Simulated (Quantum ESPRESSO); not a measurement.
A run of Quantum ESPRESSO 7.5:

Contents of pw.in:

```
&CONTROL
  calculation = 'scf'
  prefix = 'pwscf'
  outdir = './tmp'
  pseudo_dir = './pseudo'
  tprnfor = .true.
  tstress = .true.
  disk_io = 'low'
/
&SYSTEM
  ibrav = 0
  celldm(1) = 8
  nat = 2
  ntyp = 2
  ecutwfc = 88
  nbnd = 26
  occupations = 'smearing'
  smearing = 'mv'
  degauss = 0.01469973
/
&ELECTRONS
  conv_thr = 4d-10
  electron_maxstep = 120
  mixing_beta = 0.5
/
ATOMIC_SPECIES
Ag   107.8682 Ag.upf
Rh   102.9055 Rh.upf
CELL_PARAMETERS alat
  0.6561101230768   0.0000000000000   0.0000000000000
 -0.3280550615384   0.5682080342697   0.0000000000000
  0.0000000000000   0.0000000000000   1.1358676027910
ATOMIC_POSITIONS crystal
Ag     0.0000000000    0.0000000000    0.5000000000
Rh     0.6666666667    0.3333333333    0.0000000000
K_POINTS automatic
9 9 5 0 0 0
```

File relax.in:

```
&CONTROL
  calculation = 'vc-relax'
  prefix = 'pwscf'
  outdir = './tmp'
  pseudo_dir = './pseudo'
  tprnfor = .true.
  tstress = .true.
  disk_io = 'low'
  nstep = 40
  forc_conv_thr = 0.0001
  etot_conv_thr = 1d-06
/
&SYSTEM
  ibrav = 0
  celldm(1) = 8
  nat = 2
  ntyp = 2
  ecutwfc = 88
  nbnd = 26
  occupations = 'smearing'
  smearing = 'mv'
  degauss = 0.01469973
/
&ELECTRONS
  conv_thr = 4d-10
  electron_maxstep = 120
  mixing_beta = 0.5
/
&IONS
  ion_dynamics = 'bfgs'
/
&CELL
  cell_dynamics = 'bfgs'
  press = -30
  press_conv_thr = 0.2
/
ATOMIC_SPECIES
Ag   107.8682 Ag.upf
Rh   102.9055 Rh.upf
CELL_PARAMETERS alat
  0.6561101230768   0.0000000000000   0.0000000000000
 -0.3280550615384   0.5682080342697   0.0000000000000
  0.0000000000000   0.0000000000000   1.1358676027910
ATOMIC_POSITIONS crystal
Ag     0.0000000000    0.0000000000    0.5000000000
Rh     0.6666666667    0.3333333333    0.0000000000
K_POINTS automatic
9 9 5 0 0 0
```

scf2.in

```
&CONTROL
  calculation = 'scf'
  prefix = 'pwscf'
  outdir = './tmp'
  pseudo_dir = './pseudo'
  tprnfor = .true.
  tstress = .true.
  disk_io = 'low'
/
&SYSTEM
  ibrav = 0
  celldm(1) = 8
  nat = 2
  ntyp = 2
  ecutwfc = 88
  nbnd = 26
  occupations = 'smearing'
  smearing = 'mv'
  degauss = 0.01469973
/
&ELECTRONS
  conv_thr = 1d-13
  electron_maxstep = 120
  mixing_beta = 0.5
  startingpot = 'file'
  startingwfc = 'file'
/
ATOMIC_SPECIES
Ag   107.8682 Ag.upf
Rh   102.9055 Rh.upf
CELL_PARAMETERS alat
  0.6567720412031  -0.0000000000068   0.0000000000000
 -0.3283860205957   0.5687812721807   0.0000000000000
  0.0000000000000   0.0000000000000   1.1399826238418
ATOMIC_POSITIONS crystal
Ag     0.0000000000    0.0000000000    0.5000000000
Rh     0.6666666667    0.3333333333    0.0000000000
K_POINTS automatic
9 9 5 0 0 0
```

The input ph.in:

```
phonons of AgRh
&INPUTPH
  prefix = 'pwscf'
  outdir = './tmp'
  tr2_ph = 1d-18
  fildyn = 'dyn'
  niter_ph = 90
  alpha_mix(1) = 0.4
/
0.0000000000 0.0000000000 0.0000000000
```

dynmat.in

```
&INPUT
  fildyn = 'dyn'
  asr = 'crystal'
  filout = 'dynmat.disp'
  fileig = 'dynmat.eig'
/
```

Potentials or basis: PseudoDojo 0.4.1 SR PBE standard.

The run is started by

```sh
$ OMP_NUM_THREADS=1 mpirun -n 4 pw.x -nk 4 -in pw.in > pw.out
$ OMP_NUM_THREADS=1 mpirun -n 4 pw.x -nk 4 -in relax.in > relax.out
$ OMP_NUM_THREADS=1 mpirun -n 4 pw.x -nk 4 -in scf2.in > scf2.out
$ OMP_NUM_THREADS=1 mpirun -n 4 ph.x -nk 4 -in ph.in > ph.out
$ OMP_NUM_THREADS=1 mpirun -n 1 dynmat.x -in dynmat.in > dynmat.out
```

Hardware: 4 MPI ranks on Arm Neoverse V1, with other jobs on the host.

Task: How long does it take, and how much memory?

Result: Wall time 4.5 min on 4 MPI ranks on Arm Neoverse V1, with other jobs on the host, peak memory 0.32 GiB a rank. Counts: scf iterations 66, k pools 4, bands 26, ion steps 6, k points 36, g dense 24295.
